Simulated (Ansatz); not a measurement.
# WS (Pm-3m) in Ansatz: reference runs

How does WS come out in PBE? The cell is run as given and disturbed.

Program: Ansatz 0.2.0. These are calculated values, not measurements. Logs are shortened: lines on timing, memory, paths and dates and some standing lists are left out, and cuts for length are marked.

## 1. The crystal as given

Symmetry: Pm-3m, No. 221, cubic system. The conventional cell has a = 3.008 Å, b = 3.008 Å, c = 3.008 Å, α = 90.00°, β = 90.00°, γ = 90.00°. W (site symmetry m-3m) has 8 S at 2.60 Å as nearest neighbours. S (site symmetry m-3m) is surrounded by 8 W at 2.60 Å.

The cell was built by a generator and needn't be a form met in nature.

## 2. Single point, PBE

input.yaml reads:

```yaml
crystal:
  lattice:
    - [3.00789, 0.0, 0.0]
    - [0.0, 3.00789, 0.0]
    - [0.0, 0.0, 3.00789]
  atoms:
    - { symbol: W, position: [0.5, 0.5, 0.5] }
    - { symbol: S, position: [0.0, 0.0, 0.0] }
hamiltonian:
  xc: pbe
  pseudopotentials: { kind: paw }
kpoints:
  mp_grid: { grid: [9, 9, 9] }
scf:
  occupations: { method: fermi_dirac, width: 0.05 }
output:
  forces: true
  stress: true
  eigenvalues: true
```

Potentials or basis: Ansatz PAW.

On the command line:

```console
$ ansatz run input.yaml --threads 2 --pin off --max-ram 5632MiB --backend cpu --events-out ev --progress --plain --runs-dir out
```

Standard output:

```text
Warning: RAYON_NUM_THREADS=2 ignored (pool sized by the plan → 2); use --threads N
Engine: ansatz 0.2.0, aarch64-unknown-linux-gnu
Pseudopotentials: kind: paw
Pseudopotential: W, paw, valence charge 14, recommended cutoff 420 eV (normal), W.paw.azcp
Pseudopotential: S, paw, valence charge 6, recommended cutoff 420 eV (normal), S.paw.azcp
Functional definition: PBE
  parameter kappa = 0.804
  parameter beta = 0.06672455060314922
  exchange = pbe_x(kappa = kappa, mu = beta*pi^2/3)
  correlation = pbe_c(beta = beta)
Crystal: 2 atoms, lattice volume = 27.214 Å³
Basis set: ecut = 420 eV, 515 PW (Γ), exchange–correlation on 48×48×48 points (8 copies of the dense FFT grid, shifted against one another)
Bands: 14, of which v1, the nominal top of the filled ones, is band 10 counted from 1 (9 counted from 0)
Symmetry: 48 space group operations
Space group: Pm-3m (ITA 221), of the structure as read, at distance tolerance 3.0e-5 Å
k-points: 35 of 729
Non-local potential: W, projectors of the file, l = 0: 3, l = 1: 2, l = 2: 2, l = 3: 1
Non-local potential: S, projectors of the file, l = 0: 2, l = 1: 2, l = 2: 2
PAW form: soft (Blöchl's): semilocal exchange-correlation on the pseudo side does not see the compensation charge
PAW one-centre angular grid: W, 590 points (default); XC on 64 Gauss nodes
PAW one-centre angular grid: S, 110 points (default); XC on 64 Gauss nodes
Initial density: superposition of atomic densities (neutral atoms: chi_scale 0, normalization atom), corrected by the library's trained network
Initial wavefunctions: pseudopotential atomic-orbital guess
Functional: x = pbe(κ = 0.804, μ = 0.2195149727645171), c = pbe(β = 0.06672455060314922)
SCF iter   1: F=—  HF=-11286.452260 eV  |F-HF|=—  |Δ(HF+E_count)|=         —  Δρ=3.28e-3  dr2=1.31e-3  ethr=1.77e-3  ⟨swp⟩=5.2  Hψ=2820  notcnv=0
preconditioner: auto → none  [metal: Δε(μ)=0.065 eV  Ē_g=9.401 eV  σ=0.050 eV  W_gap=0.31  n_scr=6 (ndim 8)  ℏωp=24.7 eV  f_vac=0.000  D(μ)=1.60/eV (n_scr^D=18)  sad-step TF]
SCF iter   2: F=—  HF=-11286.452292 eV  |F-HF|=—  |Δ(HF+E_count)|=   3.26e-5  Δρ=2.00e-3  dr2=5.39e-4  ethr=6.56e-6  ⟨swp⟩=1.5  Hψ=795  notcnv=0
SCF iter   3: F=—  HF=-11286.452612 eV  |F-HF|=—  |Δ(HF+E_count)|=   3.19e-4  Δρ=1.69e-4  dr2=2.12e-6  ethr=2.69e-6  ⟨swp⟩=2.7  Hψ=681  notcnv=0
SCF iter   4: F=—  HF=-11286.452595 eV  |F-HF|=—  |Δ(HF+E_count)|=   1.66e-5  Δρ=3.23e-5  dr2=1.05e-7  ethr=1.06e-8  ⟨swp⟩=2.3  Hψ=804  notcnv=0
iter 5 did not close the SCF: its close was put off for the readings that it lacked (scf_convergence_deferred on its scf_iter line)
SCF iter   5: F=-11286.452596 eV  HF=-11286.452596 eV  |F-HF|=1.47e-9  |Δ(HF+E_count)|=   2.53e-7  Δρ=4.66e-6  dr2=2.74e-9  ethr=5.26e-10  ⟨swp⟩=2.3  Hψ=733  notcnv=0
SCF iter   6: F=-11286.452596 eV  HF=-11286.452596 eV  |F-HF|=1.82e-11  |Δ(HF+E_count)|=  6.20e-10  Δρ=1.10e-6  dr2=8.72e-11  ethr=1.37e-11  ⟨swp⟩=1.2  Hψ=1462  notcnv=0
SCF 1 converged in 6 iterations: F = -11286.452596 eV  dr2 = 8.72e-11
SCF converged after 6 iterations
Free energy (F): -11286.452596 eV
Harris-Foulkes:  -11286.452596 eV  (|F-HF|=1.82e-11)
Internal energy: -11286.439646 eV  (E = F + TS)
E sigma→0 (E₀):  -11286.446121 eV
Entropy (-TS):   -0.012949 eV (-6.475 meV/atom)
Fermi energy:    20.049580 eV
--- Per-component energies (eV) ---
  E_band       = -54.492066
  E_kinetic    = 564.042330
  E_local      = -716.862345  (includes V_loc(G=0)·N_el)
  E_nonlocal   = 29.434421
  E_hartree    = 264.549877
  E_xc         = -366.100665
  E_vxc        = -329.276956  (∫ρ·V_xc dr)
  E_paw        = -9163.394264  (= ΣΔE_a)
  E_vpaw       = -130.929178  (= ΣTr[D̂ρ^β])
  E_aug_tail   = -0.000062  (compensation charges beyond the density's cutoff)
  E_ewald      = -1898.108939
  E_smearing   = -0.012949  (= −TS)
  E_closure    = 0.000000  (closes the sum)
  Σ components = -11286.452596   (vs F -11286.452596, Δ=0.00e0)
--- Forces (eV/Å), atoms counted from 1 ---
  atom   1  W      0.00000000    -0.00000000    -0.00000000
  atom   2  S     -0.00000000    -0.00000000     0.00000000
  max |Σ_I F_I| component: 6.53e-29 eV/Å
--- Stress (GPa, compression-positive) ---
        0.359937      -0.000000       0.000000
        0.000000       0.359937       0.000000
        0.000000       0.000000       0.359937
  P = ⅓ Tr σ = 0.3599 GPa (3.599 kbar)
--- Band table (eV; the first three rows and the last of 35) ---
  k-point 0: bands = ["-54.2971", "-18.4251", "-18.4251", "-18.4251", "2.4657", "15.4983", "15.4983", "17.2137", "17.2137", "17.2137", "21.2348", "21.2348", "21.2348", "22.4295"]
  k-point 1: bands = ["-54.2949", "-18.4753", "-18.4206", "-18.4206", "2.6631", "14.6970", "15.6204", "16.9264", "16.9264", "17.5067", "21.3056", "21.5907", "21.5907", "23.2639"]
  k-point 2: bands = ["-54.2894", "-18.6006", "-18.4091", "-18.4091", "3.2181", "12.9191", "15.9581", "16.3253", "16.3253", "18.6631", "21.4931", "22.4454", "22.4454", "24.6767"]
  k-point 34: bands = ["-54.2439", "-18.7145", "-18.7127", "-18.7127", "6.7960", "11.3529", "11.3529", "11.7775", "21.3826", "21.7087", "21.7087", "24.4509", "24.4509", "26.0300"]
```

Wall time 0.63 s (2 threads of Arm Neoverse V1, shared host); peak memory 0.28 GiB.

What came out:

| Quantity | Value |
| --- | --- |
| Free energy | -11286.4526 eV |
| Pressure | 0.4 GPa |
| Band gap on the k mesh | none (metal or under the smearing width) |

Spin-orbit coupling is left out, which matters for the levels of W.

## 3. Single point, PBE (atoms moved at random, drawn with an rms of 0.05 Å)

Changes to input.yaml since step 2:

```diff
@@ -6,4 +6,4 @@
   atoms:
-    - { symbol: W, position: [0.5, 0.5, 0.5] }
-    - { symbol: S, position: [0.0, 0.0, 0.0] }
+    - { symbol: W, position: [0.492622, 0.502063, 0.495699] }
+    - { symbol: S, position: [-0.009366, -0.010022, 0.008871] }
 hamiltonian:
@@ -19 +19,5 @@
   eigenvalues: true
+  write_density: true
+  write_potential: true
+  elf: true
+  volumetric_format: npy
```

Potentials or basis: Ansatz PAW.

On the command line:

```console
$ ansatz run input.yaml --threads 2 --pin off --max-ram 5632MiB --backend cpu --events-out ev --progress --plain --runs-dir out
```

Standard output:

```text
Warning: RAYON_NUM_THREADS=2 ignored (pool sized by the plan → 2); use --threads N
[... 9 set-up lines as earlier in the session ...]
Crystal: 2 atoms, lattice volume = 27.214 Å³
Basis set: ecut = 420 eV, 515 PW (Γ), exchange–correlation on 48×48×48 points (8 copies of the dense FFT grid, shifted against one another)
Bands: 14, of which v1, the nominal top of the filled ones, is band 10 counted from 1 (9 counted from 0)
Symmetry: 1 space group operations
Space group: P1 (ITA 1), of the structure as read, at distance tolerance 3.0e-5 Å
k-points: 365 of 729 (time reversal used)
[... 8 set-up lines as earlier in the session ...]
SCF iter   1: F=—  HF=-11286.446954 eV  |F-HF|=—  |Δ(HF+E_count)|=         —  Δρ=3.38e-3  dr2=1.45e-3  ethr=1.77e-3  ⟨swp⟩=5.1  Hψ=29499  notcnv=0
preconditioner: auto → none  [metal: Δε(μ)=0.033 eV  Ē_g=9.401 eV  σ=0.050 eV  W_gap=0.16  n_scr=6 (ndim 8)  ℏωp=24.7 eV  f_vac=0.000  D(μ)=1.61/eV (n_scr^D=18)  sad-step TF]
SCF iter   2: F=—  HF=-11286.446978 eV  |F-HF|=—  |Δ(HF+E_count)|=   2.37e-5  Δρ=2.06e-3  dr2=5.93e-4  ethr=7.24e-6  ⟨swp⟩=1.6  Hψ=8350  notcnv=0
SCF iter   3: F=—  HF=-11286.447292 eV  |F-HF|=—  |Δ(HF+E_count)|=   3.14e-4  Δρ=1.75e-4  dr2=2.53e-6  ethr=2.97e-6  ⟨swp⟩=2.3  Hψ=6896  notcnv=0
SCF iter   4: F=—  HF=-11286.447296 eV  |F-HF|=—  |Δ(HF+E_count)|=   4.35e-6  Δρ=3.68e-5  dr2=1.37e-7  ethr=1.26e-8  ⟨swp⟩=2.7  Hψ=8791  notcnv=0
iter 5 did not close the SCF: its close was put off for the readings that it lacked (scf_convergence_deferred on its scf_iter line)
SCF iter   5: F=-11286.447297 eV  HF=-11286.447297 eV  |F-HF|=1.66e-8  |Δ(HF+E_count)|=   3.05e-7  Δρ=7.77e-6  dr2=2.02e-8  ethr=6.86e-10  ⟨swp⟩=2.0  Hψ=8072  notcnv=0
SCF iter   6: F=-11286.447297 eV  HF=-11286.447297 eV  |F-HF|=4.55e-11  |Δ(HF+E_count)|=   8.77e-9  Δρ=1.30e-6  dr2=2.52e-10  ethr=1.01e-10  ⟨swp⟩=5.9  Hψ=28939  notcnv=0
SCF 1 converged in 6 iterations: F = -11286.447297 eV  dr2 = 2.52e-10
SCF converged after 6 iterations
Free energy (F): -11286.447297 eV
Harris-Foulkes:  -11286.447297 eV  (|F-HF|=4.55e-11)
Internal energy: -11286.434221 eV  (E = F + TS)
E sigma→0 (E₀):  -11286.440759 eV
Entropy (-TS):   -0.013075 eV (-6.538 meV/atom)
Fermi energy:    20.047541 eV
--- Per-component energies (eV) ---
  E_band       = -54.512256
  E_kinetic    = 564.111359
  E_local      = -717.436518  (includes V_loc(G=0)·N_el)
  E_nonlocal   = 29.445902
  E_hartree    = 264.802283
  E_xc         = -366.119150
  E_vxc        = -329.300894  (∫ρ·V_xc dr)
  E_paw        = -9163.401629  (= ΣΔE_a)
  E_vpaw       = -130.936603  (= ΣTr[D̂ρ^β])
  E_aug_tail   = -0.000060  (compensation charges beyond the density's cutoff)
  E_ewald      = -1897.836407
  E_smearing   = -0.013075  (= −TS)
  E_closure    = 0.000000  (closes the sum)
  Σ components = -11286.447297   (vs F -11286.447297, Δ=0.00e0)
--- Forces (eV/Å), atoms counted from 1 ---
  atom   1  W     -0.02139045    -0.13346877     0.14617092
  atom   2  S      0.02139054     0.13346672    -0.14616809
  max |Σ_I F_I| component: 2.83e-6 eV/Å
--- Stress (GPa, compression-positive) ---
        0.591996       0.042904      -0.046531
        0.042904       0.645087      -0.273692
       -0.046531      -0.273692       0.651106
  P = ⅓ Tr σ = 0.6294 GPa (6.294 kbar)
--- Band table (eV; the first three rows and the last of 365) ---
  k-point 0: bands = ["-54.2945", "-18.4243", "-18.4239", "-18.4226", "2.4635", "15.4549", "15.4790", "17.2011", "17.2235", "17.2652", "21.2381", "21.2403", "21.2515", "22.4249"]
  k-point 1: bands = ["-54.2923", "-18.4735", "-18.4197", "-18.4188", "2.6607", "14.6769", "15.5948", "16.9158", "16.9482", "17.5276", "21.2967", "21.6039", "21.6075", "23.2606"]
  k-point 2: bands = ["-54.2868", "-18.5988", "-18.4082", "-18.4073", "3.2152", "12.9126", "15.9147", "16.3168", "16.3658", "18.6682", "21.4840", "22.4531", "22.4578", "24.6731"]
  k-point 364: bands = ["-54.2722", "-18.8138", "-18.4300", "-18.4258", "4.7870", "10.3537", "14.6218", "15.7459", "17.1323", "20.5343", "22.1564", "22.7385", "24.6329", "25.8982"]
```

It took 9.1 s on 2 threads of Arm Neoverse V1, shared host; peak memory 0.44 GiB.

What came out:

- Free energy: -11286.4473 eV
- Pressure: 0.6 GPa
- Largest force: 0.199 eV/Å
- Band gap on the k mesh: none (metal or under the smearing width)

Forces on the atoms (eV/Å):
```
W   -0.021 -0.133  0.146
S    0.021  0.133 -0.146
```

Levels at points of the mesh, in eV from the Fermi level:
| k point | band 6 | band 7 | band 8 | band 9 | band 10 | band 11 | band 12 | band 13 | band 14 |
| --- | --- | --- | --- | --- | --- | --- | --- | --- | --- |
| (0.00, 0.00, 0.00) | -4.59 | -4.57 | -2.85 | -2.82 | -2.78 | 1.19 | 1.19 | 1.20 | 2.38 |
